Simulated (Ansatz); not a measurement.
# ZnSe: the cost of one run

Computed with Ansatz 0.2.0 (DFT r2SCAN, scalar-relativistic, plane waves, PAW, unless a step's input says otherwise).

4 further runs of the same task are left out: 4 set aside as unsound or not needed.

## (1) Starting point

The structure is cubic, space group F-43m (No. 216). The conventional cell has a = 5.666 Å, b = 5.666 Å, c = 5.666 Å, α = 90.00°, β = 90.00°, γ = 90.00°. Zn (site symmetry -43m) is surrounded by 4 Se at 2.45 Å. Se (site symmetry -43m) has 4 Zn at 2.45 Å as nearest neighbours.

Structure file:

```
Zn Se
1.0
     0.00000    2.83295    2.83295
     2.83295    0.00000    2.83295
     2.83295    2.83295    0.00000
Zn Se
1 1
Direct
  0.00000 0.00000 0.00000
  0.75000 0.75000 0.75000
```

This cell was relaxed beforehand with the same method: volume 22.74 Å³/atom, gap on the mesh 1.87 eV.

## (2) Zero of the scan

Input file input.yaml:

```yaml
crystal:
  lattice:
    - [0.0, 2.8329452334, 2.8329452334]
    - [2.8329452334, 0.0, 2.8329452334]
    - [2.8329452334, 2.8329452334, 0.0]
  atoms:
    - { symbol: Zn, position: [0.0, 0.0, 0.0] }
    - { symbol: Se, position: [0.75, 0.75, 0.75] }
basis:
  ecutwfc: 500
kpoints:
  mp_grid: { grid: [8, 8, 8] }
hamiltonian:
  xc: r2scan
scf:
  occupations: { method: gaussian, width: 0.05 }
output:
  forces: true
  stress: true
  eigenvalues: true
  write_density: true
  write_potential: true
  elf: true
  volumetric_format: npy
```

The run is started by

```console
$ ansatz run input.yaml --threads 1 --pin off --max-ram 2560MiB --backend cpu --events-out ev --progress --plain --runs-dir out
```

Q: Estimate wall time and peak memory on 1 thread of AMD EPYC 7R43 (Zen 3), shared host.

About 13 s, with a peak of 0.5 GiB.
